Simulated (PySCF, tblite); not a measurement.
# C5H12OSi: dynamics, then NMR shifts on frames, part 1 of 2

How do NMR shifts of C5H12OSi (`C=CO[SiH2]C(C)C`) change as the atoms move?

The runs use tblite 0.8.0 and PySCF 2.14.0, with density-fitted response routines of our own; the level of theory stands in each step. All values are computed, except where a source is named. Atoms are numbered from 0 throughout.

### Step 1. Starting geometry

19 atoms, charge 0, multiplicity 1; geometry from: GFN2-xTB.

Bonds of the start (Å): C0–C1 1.32, C1–O2 1.35, O2–Si3 1.63, Si3–C4 1.90, C4–C5 1.52, C4–C6 1.53, C0–H7 1.07, C0–H8 1.08, C1–H9 1.08, Si3–H10 1.47, Si3–H11 1.47, C4–H12 1.10, C5–H13 1.09, C5–H14 1.09, C5–H15 1.09, C6–H16 1.09, C6–H17 1.09, C6–H18 1.09.

### Step 2. A short Langevin run with GFN2-xTB

The job: settings as JSON, then the geometry in Å.

```
{"job": {"kind": "md", "xc": "GFN2-xTB", "basis": "xTB", "temperature": 300, "steps": 2000, "every": 50, "frames": 5}, "charge": 0, "multiplicity": 1}
C      3.677970    -0.655639     0.456659
C      2.766006     0.216090     0.063686
O      1.450618    -0.071814     0.052135
Si     0.174795     0.834902    -0.396777
C     -1.306591    -0.311298    -0.089305
C     -2.593984     0.361672    -0.551241
C     -1.423429    -0.720026     1.378126
H      4.720711    -0.402034     0.457762
H      3.400272    -1.641287     0.784557
H      3.029588     1.212949    -0.269453
H      0.104974     2.057004     0.413859
H      0.291303     1.219046    -1.808678
H     -1.178437    -1.225609    -0.678845
H     -3.450035    -0.295901    -0.403887
H     -2.539283     0.621098    -1.605715
H     -2.769092     1.275820     0.011978
H     -0.513640    -1.212223     1.713078
H     -1.593765     0.153193     2.005136
H     -2.257785    -1.406691     1.520118
```

With the program's defaults for keys left out, this is: GFN2-xTB Langevin dynamics, gas phase.

The run is started by

```
$ OMP_NUM_THREADS=1 python probes_run.py task.json out
```

One launch serves the whole session: the jobs run in the order shown.

The log of the run:

```text
t/fs     T/K      E/eV
    0.0   243.7   -616.00285
   25.0   199.9   -615.57767
   50.0   285.8   -615.51870
   75.0   234.5   -615.29036
  100.0   397.2   -615.59566
  125.0   312.8   -615.35951
  150.0   311.5   -615.31205
  175.0   303.0   -615.13298
  200.0   296.9   -615.23538
  225.0   301.0   -615.40710
  250.0   258.1   -615.24481
  275.0   321.1   -615.46160
  300.0   253.0   -615.41069
  325.0   329.9   -615.45246
  350.0   241.4   -615.31460
  375.0   316.7   -615.48411
  400.0   322.1   -615.29621
  425.0   311.6   -615.36583
  450.0   392.5   -615.29593
  475.0   373.8   -615.19906
  500.0   343.5   -615.23258
  525.0   317.9   -615.14067
  550.0   330.6   -615.27643
  575.0   271.8   -615.23606
  600.0   373.7   -615.36436
  625.0   266.0   -615.27195
  650.0   379.7   -615.43199
  675.0   326.2   -615.31028
  700.0   312.5   -615.35693
  725.0   282.7   -615.39510
  750.0   248.6   -615.43432
  775.0   280.7   -615.43881
  800.0   272.5   -615.51733
  825.0   287.1   -615.53341
  850.0   358.2   -615.42322
  875.0   255.6   -615.25804
  900.0   287.5   -615.38292
  925.0   353.0   -615.37567
  950.0   311.2   -615.27146
  975.0   320.6   -615.49853
 1000.0   335.7   -615.12688
```

It took 12 s on 1 thread of Arm Neoverse V2, shared host; peak memory 0.18 GiB.

Distance from the start (root mean square after alignment): 0 fs 0.00 Å, 200 fs 0.20 Å, 400 fs 0.49 Å, 600 fs 0.58 Å, 800 fs 0.23 Å, 1000 fs 0.58 Å.

Positions (Å) and forces (eV/Å) at 1000 fs:

```xyz
19

C     4.159    0.189   -0.278    0.619    1.682    0.790
C     2.975   -0.344   -0.406   -1.425    1.990    1.603
O     1.771    0.141    0.134    2.120   -0.430    0.156
Si    0.452    0.451   -0.725   -0.581   -0.060   -0.547
C    -0.843    0.496    0.670    0.154   -1.563   -1.159
C    -2.246    0.510    0.124   -1.003   -2.092    0.739
C    -0.686    1.483    1.742   -1.701    1.309    0.300
H     4.996   -0.081   -0.896    0.005   -0.460    0.373
H     4.315    1.060    0.393   -0.197   -0.510   -0.848
H     2.801   -1.248   -0.820   -0.330   -2.477   -1.826
H     0.739    1.654   -1.533   -0.258   -0.263    0.052
H     0.063   -0.769   -1.548    0.269    0.718    0.193
H    -0.717   -0.535    1.012    0.004   -0.139    0.726
H    -3.018    0.250    0.942    1.093    0.190   -1.161
H    -2.284   -0.241   -0.686   -0.402    0.227    0.494
H    -2.550    1.414   -0.290   -0.287    1.682   -0.604
H     0.207    1.485    2.258    2.116   -0.229    0.724
H    -0.804    2.449    1.260   -0.070    0.448    0.259
H    -1.457    1.389    2.519   -0.127   -0.025   -0.265
```

### Step 3. Nuclear shieldings: 250 fs, PBE0/pcSseg-1

The job: settings as JSON, then the geometry in Å.

```
{"job": {"kind": "nmr", "xc": "PBE0", "basis": "pcSseg-1", "pop": false}, "charge": 0, "multiplicity": 1}
C      3.287200    -1.481700     0.778300
C      2.562000    -0.509000     0.230100
O      1.253000    -0.662800     0.070400
Si     0.180700     0.161800    -0.737400
C     -1.392600    -0.562300    -0.023800
C     -2.642000     0.074300    -0.690800
C     -1.511000    -0.566000     1.556700
H      4.379600    -1.502000     0.820100
H      2.904100    -2.427700     1.130000
H      2.986000     0.366000    -0.144900
H      0.375000     1.599400    -0.551900
H      0.054000    -0.197200    -2.216600
H     -1.263500    -1.578100    -0.338200
H     -3.526500    -0.518800    -0.271400
H     -2.505800     0.082600    -1.715200
H     -2.686500     1.135800    -0.325600
H     -0.570500    -0.989200     1.996200
H     -1.665800     0.375800     1.871000
H     -2.345200    -1.243300     1.870900
```

With the program's defaults for keys left out, this is: GIAO PBE0/pcSseg-1 NMR shielding, non-relativistic, gas phase.

The log of the run:

```text
coarse grid: 15584 points
cycle   1  E = -561.7996934571  dE =  7.329e-01  |g| = 7.019e-01  |ddm| = 3.727e+00
cycle   2  E = -561.7140684868  dE =  8.562e-02  |g| = 9.735e-01  |ddm| = 1.367e+00
cycle   3  E = -561.8989267852  dE = -1.849e-01  |g| = 1.065e-01  |ddm| = 8.931e-01
cycle   4  E = -561.9007325084  dE = -1.806e-03  |g| = 4.497e-02  |ddm| = 1.026e-01
cycle   5  E = -561.9011669441  dE = -4.344e-04  |g| = 1.554e-02  |ddm| = 4.481e-02
cycle   6  E = -561.9012258759  dE = -5.893e-05  |g| = 3.740e-03  |ddm| = 1.429e-02
cycle   7  E = -561.9012291651  dE = -3.289e-06  |g| = 5.567e-04  |ddm| = 3.229e-03
final grid: 143640 points
cycle   8  E = -561.9548753845  dE = -3.293e-05  |g| = 1.082e-02  |ddm| = 2.551e-02
cycle   9  E = -561.9548537654  dE =  2.162e-05  |g| = 1.512e-02  |ddm| = 1.837e-02
cycle  10  E = -561.9548998316  dE = -4.607e-05  |g| = 1.831e-03  |ddm| = 1.124e-02
cycle  11  E = -561.9549005709  dE = -7.393e-07  |g| = 2.879e-04  |ddm| = 1.693e-03
cycle  12  E = -561.9549005873  dE = -1.646e-08  |g| = 1.278e-04  |ddm| = 3.129e-04
cycle  13  E = -561.9549005912  dE = -3.874e-09  |g| = 3.081e-05  |ddm| = 1.113e-04
cycle  14  E = -561.9549005914  dE = -2.163e-10  |g| = 7.218e-06  |ddm| = 3.191e-05
converged SCF energy = -561.9549005914

GIAO shielding tensors (ppm)
atom      isotropic    diamagn.    paramagn.     s11        s22        s33       span
  0 C       82.722     251.161    -168.439    -17.773    102.778    163.160    180.933
  1 C       37.775     249.283    -211.508    -71.066     71.502    112.887    183.954
  2 O      227.827     401.965    -174.138    143.763    223.291    316.427    172.665
  3 Si     367.928     884.101    -516.173    318.605    355.486    429.692    111.087
  4 C      164.749     256.635     -91.886    155.549    164.833    173.865     18.315
  5 C      167.446     249.964     -82.518    156.809    162.444    183.087     26.278
  6 C      167.075     248.832     -81.758    152.480    162.059    186.686     34.206
  7 H       26.851      26.433       0.418     25.101     25.757     29.695      4.594
  8 H       26.776      31.437      -4.661     24.539     24.959     30.829      6.290
  9 H       25.686      30.383      -4.697     22.928     24.832     29.296      6.368
 10 H       26.997      32.166      -5.169     23.837     25.884     31.270      7.433
 11 H       26.285      31.144      -4.860     22.833     25.199     30.822      7.989
 12 H       31.145      36.140      -4.995     28.308     29.104     36.025      7.717
 13 H       28.864      27.917       0.947     24.381     26.763     35.447     11.066
 14 H       31.357      31.916      -0.558     26.497     29.725     37.850     11.354
 15 H       30.168      30.096       0.071     26.247     28.497     35.759      9.512
 16 H       29.272      31.850      -2.579     23.691     29.075     35.049     11.357
 17 H       32.872      34.633      -1.762     29.366     30.546     38.702      9.336
 18 H       29.836      30.033      -0.197     25.738     27.204     36.566     10.828
```

Wall time 25 s (1 thread of Arm Neoverse V2, shared host); peak memory 0.84 GiB.

Shifts follow as δ = σ(reference) − σ, with reference shieldings (ppm) from runs at the same level and on the same kind of geometry: 1H TMS 31.72, 13C TMS 186.9, 29Si TMS 349.2, 17O H2O 336.1. The references are single molecules in the gas phase, so shifts against H2O, NH3, PH3, H3PO4 or CFCl3 are not on the usual liquid scales and can be off by tens of ppm. Each atom is listed at this fixed geometry, with no averaging over motion; a spectrum would average atoms that exchange fast.

```csv
atoms,environment,σ (ppm),δ (ppm)
C1,alkene carbon bearing oxygen,37.8,149.2
C0,β carbon of an enol-ether or enamine type C=C,82.7,104.2
C4,sp3 CH bonded to Si,164.7,22.2
C6,methyl carbon,167.1,19.9
C5,methyl carbon,167.4,19.5
H9,hydrogen on an alkene carbon bearing oxygen,25.69,6.03
H11,"hydrogen on a silicon bonded to C, O",26.28,5.43
H8,hydrogen on a β carbon of an enol-ether or enamine type C=C,26.78,4.94
H7,hydrogen on a β carbon of an enol-ether or enamine type C=C,26.85,4.87
H10,"hydrogen on a silicon bonded to C, O",27.00,4.72
H13,hydrogen on a methyl carbon,28.86,2.85
H16,hydrogen on a methyl carbon,29.27,2.45
H18,hydrogen on a methyl carbon,29.84,1.88
H15,hydrogen on a methyl carbon,30.17,1.55
H12,hydrogen on an sp3 CH bonded to Si,31.15,0.57
H14,hydrogen on a methyl carbon,31.36,0.36
H17,hydrogen on a methyl carbon,32.87,-1.15
O2,"oxygen bonded to C, Si",227.8,108.3
Si3,"silicon bonded to C, O, 2 H",367.9,-18.8
```

### Step 4. Shielding tensors: 425 fs, PBE0/pcSseg-1

The job: settings as JSON, then the geometry in Å.

```
{"job": {"kind": "nmr", "xc": "PBE0", "basis": "pcSseg-1", "pop": false}, "charge": 0, "multiplicity": 1}
C      3.788200    -1.387400     0.596200
C      2.760600    -0.587100     0.698300
O      1.513500    -0.997500     0.303900
Si     0.358500    -0.223600    -0.508100
C     -1.372500    -0.705100     0.110400
C     -2.557900     0.105600    -0.511800
C     -1.593800    -0.744400     1.617300
H      4.711600    -1.027300     0.980800
H      3.803600    -2.341700     0.043600
H      2.805300     0.359300     1.173900
H      0.798200     1.136400    -0.505400
H      0.378200    -0.765500    -1.880800
H     -1.468900    -1.771000    -0.236800
H     -3.444100    -0.355800    -0.016400
H     -2.496400     0.108700    -1.581700
H     -2.563200     1.145400    -0.247600
H     -0.737600    -0.883500     2.283800
H     -1.988900     0.221400     2.015200
H     -2.265800    -1.569600     1.859600
```

Level: GIAO PBE0/pcSseg-1 NMR shielding, non-relativistic, gas phase.

The log of the run:

```text
coarse grid: 15584 points
cycle   1  E = -561.8107534549  dE =  6.600e-01  |g| = 7.028e-01  |ddm| = 3.718e+00
cycle   2  E = -561.7182517339  dE =  9.250e-02  |g| = 9.975e-01  |ddm| = 1.389e+00
cycle   3  E = -561.9084381573  dE = -1.902e-01  |g| = 1.202e-01  |ddm| = 9.380e-01
cycle   4  E = -561.9109073634  dE = -2.469e-03  |g| = 4.533e-02  |ddm| = 1.141e-01
cycle   5  E = -561.9113605875  dE = -4.532e-04  |g| = 1.533e-02  |ddm| = 4.585e-02
cycle   6  E = -561.9114174008  dE = -5.681e-05  |g| = 3.753e-03  |ddm| = 1.405e-02
cycle   7  E = -561.9114206650  dE = -3.264e-06  |g| = 6.264e-04  |ddm| = 3.241e-03
final grid: 143640 points
cycle   8  E = -561.9645067167  dE = -3.008e-05  |g| = 1.114e-02  |ddm| = 2.496e-02
cycle   9  E = -561.9644813127  dE =  2.540e-05  |g| = 1.597e-02  |ddm| = 1.917e-02
cycle  10  E = -561.9645328079  dE = -5.150e-05  |g| = 1.783e-03  |ddm| = 1.202e-02
cycle  11  E = -561.9645334932  dE = -6.853e-07  |g| = 2.841e-04  |ddm| = 1.685e-03
cycle  12  E = -561.9645335089  dE = -1.569e-08  |g| = 1.227e-04  |ddm| = 3.113e-04
cycle  13  E = -561.9645335124  dE = -3.535e-09  |g| = 3.315e-05  |ddm| = 1.072e-04
cycle  14  E = -561.9645335127  dE = -2.610e-10  |g| = 7.435e-06  |ddm| = 3.271e-05
converged SCF energy = -561.9645335127

GIAO shielding tensors (ppm)
atom      isotropic    diamagn.    paramagn.     s11        s22        s33       span
  0 C       84.490     253.228    -168.738    -20.631    113.397    160.703    181.333
  1 C       33.776     250.584    -216.807    -75.964     75.272    102.021    177.986
  2 O      228.623     399.948    -171.325    164.280    200.887    320.703    156.423
  3 Si     367.618     882.790    -515.172    306.184    369.221    427.450    121.266
  4 C      165.241     253.044     -87.803    160.181    165.605    169.936      9.755
  5 C      167.165     247.540     -80.375    150.469    161.209    189.817     39.348
  6 C      168.379     246.615     -78.236    148.911    164.874    191.352     42.441
  7 H       27.624      27.304       0.320     25.121     26.548     31.204      6.082
  8 H       26.158      29.844      -3.686     23.368     24.616     30.489      7.121
  9 H       25.416      31.515      -6.099     22.698     24.500     29.050      6.351
 10 H       27.339      33.026      -5.687     23.639     26.922     31.456      7.817
 11 H       26.803      32.095      -5.291     22.693     26.198     31.518      8.825
 12 H       29.639      33.207      -3.568     26.402     27.244     35.271      8.869
 13 H       29.549      28.383       1.166     25.156     27.861     35.628     10.472
 14 H       30.682      30.221       0.462     25.797     28.334     37.916     12.119
 15 H       31.368      31.614      -0.246     27.855     29.250     37.000      9.145
 16 H       30.124      31.533      -1.409     25.055     29.168     36.150     11.096
 17 H       30.522      30.387       0.136     26.170     28.852     36.543     10.373
 18 H       30.050      29.722       0.328     25.226     27.570     37.353     12.127
```

Wall time 24 s (1 thread of Arm Neoverse V2, shared host); peak memory 0.89 GiB.

In short: δ C1 153.1, C0 102.4, C4 21.7, C5 19.8, H9 6.30, H8 5.56 ppm.

(Continued in part 2 of 2.)
